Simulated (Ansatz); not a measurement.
# SiH3I: up Jacob's ladder to CCSD(T)

An exercise on one series of results from a longer session: the logs are not shown, and one member is left open.

Method: functionals in def2-TZVPP, the program's frozen cores in correlated methods; program: Ansatz 0.2.0, Gaussian basis.

The runs, in order: LDA (SPW92), PBE-D4, revPBE-D4, BLYP-D4, r2SCAN-D4, B97M-V, PBE0-D4, B3LYP-D4, r2SCANh-D4, r2SCAN0-D4, HSE06-D4, BHLYP-D4, CAM-B3LYP-D4, LC-ωPBE, ωB97X-V, ωB97M-V, B2PLYP, PBE-QIDH; CCSD(T)/def2-SVP; CCSD(T)/def2-TZVPP; MP2/def2-QZVPP; extrapolation to the limit; RPA on PBE.

### The geometry

The geometry comes from an earlier relaxation with PBE0-D4 in a triple-zeta def2 set; it is a stationary point. I takes the def2 core potential; no spin-orbit term is included.

SMILES `[SiH3]I`, 5 atoms, charge 0, spin multiplicity 1.

Atoms are counted from 1 here; the program's logs count them from 0.

Bond lengths: Si1–I2 2.439 Å, Si1–H3 1.481 Å, Si1–H4 1.481 Å, Si1–H5 1.481 Å. Angles: I2–Si1–H3 108.5°, I2–Si1–H4 108.5°, I2–Si1–H5 108.5°, H3–Si1–H4 110.5°, H3–Si1–H5 110.5°, H4–Si1–H5 110.5°.

Set-up of the first run:

Contents of in.yaml:

```yaml
crystal:
  periodic: [false, false, false]
  atoms:
    - {symbol: Si, position_ang: [-0.165557, 0.069306, -0.077267]}
    - {symbol: I, position_ang: [1.907674, -0.923347, 0.737771]}
    - {symbol: H, position_ang: [-1.144427, 0.089006, 1.033911]}
    - {symbol: H, position_ang: [-0.671278, -0.755686, -1.198394]}
    - {symbol: H, position_ang: [0.123488, 1.447020, -0.537320]}
basis:
  gaussian: {orbitals: def2-TZVPP}
hamiltonian: {xc: lda}
output: {orbitals: {seedname: orbitals}}
```

Among the steps run: LDA; PBE-D4 (GGA); revPBE-D4 (GGA); BLYP-D4 (GGA); r2SCAN-D4 (meta-GGA); B97M-V (meta-GGA); PBE0-D4 (hybrid); B3LYP-D4 (hybrid); r2SCANh-D4 (hybrid); r2SCAN0-D4 (hybrid); HSE06-D4 (hybrid); BHLYP-D4 (hybrid); CAM-B3LYP-D4 (range-separated); LC-ωPBE-D4 (range-separated; the results give it without D4); ωB97X-V (range-separated); ωB97M-V (range-separated); B2PLYP (double hybrid); PBE-QIDH (double hybrid).

One table of the session follows, with a row left open; its other results are not shown here.

It belongs to the step «Orbital energies across the functionals». 

| functional | HOMO (eV) | gap (eV) |
| --- | --- | --- |
| LDA (SPW92) | ? | ? |
| PBE-D4 | -6.60 | 4.97 |
| revPBE-D4 | -6.56 | 5.01 |
| BLYP-D4 | -6.42 | 4.91 |
| r2SCAN-D4 | -6.90 | 5.61 |
| B97M-V | -6.93 | 5.54 |
| PBE0-D4 | -7.73 | 6.94 |
| B3LYP-D4 | -7.48 | 6.47 |
| r2SCANh-D4 | -7.31 | 6.30 |
| r2SCAN0-D4 | -7.93 | 7.34 |
| HSE06-D4 | -7.34 | 6.18 |
| BHLYP-D4 | -8.69 | 8.79 |
| CAM-B3LYP-D4 | -8.97 | 9.17 |
| LC-ωPBE | -10.32 | 11.66 |
| ωB97X-V | -9.98 | 11.22 |
| ωB97M-V | -9.86 | 10.83 |

**Question.** Estimate the row for LDA (SPW92).

The run gave: HOMO (eV): -6.73; gap (eV): 4.86. In the column «HOMO (eV)» it lies between r2SCAN-D4 (-6.90) and PBE-D4 (-6.60).
